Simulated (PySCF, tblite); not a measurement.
**C6H12BNS: geometry, infrared bands and NMR shifts**

What infrared bands and NMR shifts should C6H12BNS (`NB(C1CC1)C1CSC1`) show?

The runs use tblite 0.8.0 and PySCF 2.14.0, with density-fitted response routines of our own; the level of theory stands in each step. All values are computed, except where a source is named. Atoms are numbered from 0 throughout.

**1. Starting geometry**

21 atoms, charge 0, multiplicity 1; geometry from: force field or distance geometry start.

Bonds of the start (Å): N0–B1 1.52, B1–C2 1.58, C2–C3 1.49, C3–C4 1.53, B1–C5 1.59, C5–C6 1.51, C6–S7 1.82, S7–C8 1.82, C4–C2 1.52, C8–C5 1.50, N0–H9 1.06, N0–H10 1.02, C2–H11 1.12, C3–H12 1.11, C3–H13 1.12, C4–H14 1.11, C4–H15 1.11, C5–H16 1.11, C6–H17 1.10, C6–H18 1.11, C8–H19 1.11, C8–H20 1.11.

**2. Optimising the geometry with GFN2-xTB**

The job: settings as JSON, then the geometry in Å.

```
{"job": {"kind": "relax", "xc": "GFN2-xTB", "basis": "xTB"}, "charge": 0, "multiplicity": 1}
N      0.525400     2.162500    -0.041100
B      0.135300     0.693700     0.018000
C      1.123100    -0.493100    -0.328000
C      2.575900    -0.411200    -0.012900
C      1.658900    -1.244700     0.882400
C     -1.378900     0.386500     0.406500
C     -2.247700     0.681500    -0.793500
S     -1.961300    -0.974100    -1.483100
C     -1.771200    -1.062600     0.321100
H      0.058000     2.602000     0.808900
H      1.537400     2.273000     0.048800
H      0.822400    -1.148700    -1.188900
H      2.992800     0.496600     0.480700
H      3.311700    -1.045800    -0.578200
H      1.506000    -0.796200     1.881300
H      1.648600    -2.348800     0.772900
H     -1.701400     0.939800     1.310600
H     -1.819000     1.508100    -1.378800
H     -3.282300     0.868500    -0.428700
H     -2.750500    -1.300900     0.785600
H     -0.992000    -1.769000     0.670800
```

Started as:

```bash
> OMP_NUM_THREADS=1 python probes_run.py task.json out
```

The driver reads the jobs from task.json and runs them one after another.

**Question.** This job is followed by: GFN2-xTB harmonic vibrations, gas phase; GIAO PBE0/pcSseg-1 NMR shielding, non-relativistic, gas phase. Predict these results of the whole session: strongest single infrared mode (GFN2-xTB); zero-point energy (GFN2-xTB); 13C shifts against TMS (PBE0/pcSseg-1, means over atoms taken as alike); 1H shifts against TMS (PBE0/pcSseg-1, means over atoms taken as alike); 15N shifts against NH3 (PBE0/pcSseg-1); 11B shifts against BF3·OEt2 (PBE0/pcSseg-1); 33S shifts against CS2 (PBE0/pcSseg-1).

The runs gave:

| quantity | value |
| --- | --- |
| strongest single infrared mode (GFN2-xTB) | 619 cm⁻¹, 193 km/mol |
| zero-point energy (GFN2-xTB) | 109.7 kcal/mol |
| 13C shifts against TMS (PBE0/pcSseg-1, means over atoms taken as alike) | 32.4, 29.7, 9.4, -1.9 ppm |
| 1H shifts against TMS (PBE0/pcSseg-1, means over atoms taken as alike) | 3.52, 3.21, 3.01, 2.90, 0.88, 0.82, 0.24 ppm |
| 15N shifts against NH3 (PBE0/pcSseg-1) | 93.6 ppm |
| 11B shifts against BF3·OEt2 (PBE0/pcSseg-1) | 42.8 ppm |
| 33S shifts against CS2 (PBE0/pcSseg-1) | -15 ppm |

In words: Relaxing lowered the energy by 1.232 eV in 147 steps; the close pair that moved most is N0–B1, from 1.521 to 1.383 Å. The lowest mode is slightly imaginary (18i cm⁻¹), a soft motion within the noise of the Hessian, so the minimum is not strictly shown. The strongest single mode, at 619 cm⁻¹, moves mainly H10, N0 and H9. Unscaled tight-binding wavenumbers are off by several per cent, some by more. Its intensities can rank the bands wrongly. At PBE0/pcSseg-1: Shielding is most anisotropic at S7 (span 638 ppm, paramagnetic term -537 ppm).
